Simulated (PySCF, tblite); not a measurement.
# C7H9N2 radical: geometry, infrared bands and EPR parameters

Wanted: the infrared bands and EPR parameters of C7H9N2 radical (`C=CCCC1=NC=C[N]1`), by calculation.

Computed with tblite 0.8.0 and PySCF 2.14.0, with density-fitted response routines of our own, on a single molecule in the gas phase. Atoms are numbered from 0 throughout.

**1. The starting structure**

18 atoms, charge 0, multiplicity 2; geometry from: force field or distance geometry start.

Bonds of the start (Å): C0–C1 1.36, C1–C2 1.50, C2–C3 1.54, C3–C4 1.48, C4–N5 1.35, N5–C6 1.34, C6–C7 1.38, C7–N8 1.35, N8–C4 1.35, C0–H9 1.07, C0–H10 1.09, C1–H11 1.07, C2–H12 1.11, C2–H13 1.09, C3–H14 1.09, C3–H15 1.08, C6–H16 1.08, C7–H17 1.08.

**2. Geometry optimisation with GFN2-xTB**

Job settings and geometry (Å):

```
{"job": {"kind": "relax", "xc": "GFN2-xTB", "basis": "xTB"}, "charge": 0, "multiplicity": 2}
C      3.514800    -0.211700     0.124500
C      2.450800     0.521800    -0.286700
C      1.072600     0.375500     0.293500
C      0.058200    -0.062400    -0.779100
C     -1.312400    -0.138200    -0.212700
N     -1.860600    -1.224700     0.367000
C     -3.107800    -0.876500     0.730500
C     -3.313600     0.434100     0.366300
N     -2.191200     0.882100    -0.229200
H      4.480600    -0.066400    -0.313900
H      3.399400    -0.965300     0.897400
H      2.581600     1.262300    -1.053500
H      0.762300     1.353400     0.713100
H      1.064500    -0.327200     1.128400
H      0.332200    -1.048000    -1.161000
H      0.062900     0.623700    -1.609700
H     -3.792600    -1.545500     1.234300
H     -4.210500     1.019100     0.499200
```

Command:

```sh
$ OMP_NUM_THREADS=1 python probes_run.py task.json out
```

One launch serves the whole session: the jobs run in the order shown.

**Question.** This job is followed by: GFN2-xTB harmonic vibrations, gas phase; UKS B3LYP, pcH-1 on C H N, non-relativistic, mean-field spin-orbit, GIAO. What will the session give for the following? strongest single infrared mode (GFN2-xTB); zero-point energy (GFN2-xTB); g(iso) (B3LYP); ⟨S²⟩; largest a(iso) (averaged by class); potential on the surface of density 0.002 e/bohr³, 1st and 99th percentile.

As calculated:

| quantity | value |
| --- | --- |
| strongest single infrared mode (GFN2-xTB) | 1482 cm⁻¹, 104 km/mol |
| zero-point energy (GFN2-xTB) | 89.3 kcal/mol |
| g(iso) (B3LYP) | 2.00241 |
| ⟨S²⟩ | 0.761 (exact 0.75) |
| largest a(iso) (averaged by class) | 13C on C4, 48.7 MHz |
| potential on the surface of density 0.002 e/bohr³, 1st and 99th percentile | -1.70 V and 1.24 V |

The optimisation took 53 steps and gained 0.154 eV; among the close pairs (by a distance rule), C6–C7 changed most, from 1.376 to 1.443 Å. All 48 modes are real, so the xTB geometry is a minimum. The strongest single mode, at 1482 cm⁻¹, is spread over several atoms, C7, C6, N8, N5 among them. Unscaled tight-binding wavenumbers are off by several per cent, some by more. Its intensities can rank the bands wrongly. The largest spin populations lie on C4 (0.45 e), C6 (0.34 e), C7 (0.34 e). The isotropic g lies 0.1 ppt above the free-electron value. The conformer search found further structures of the same energy, which may be mirror or relabelled copies of this one.
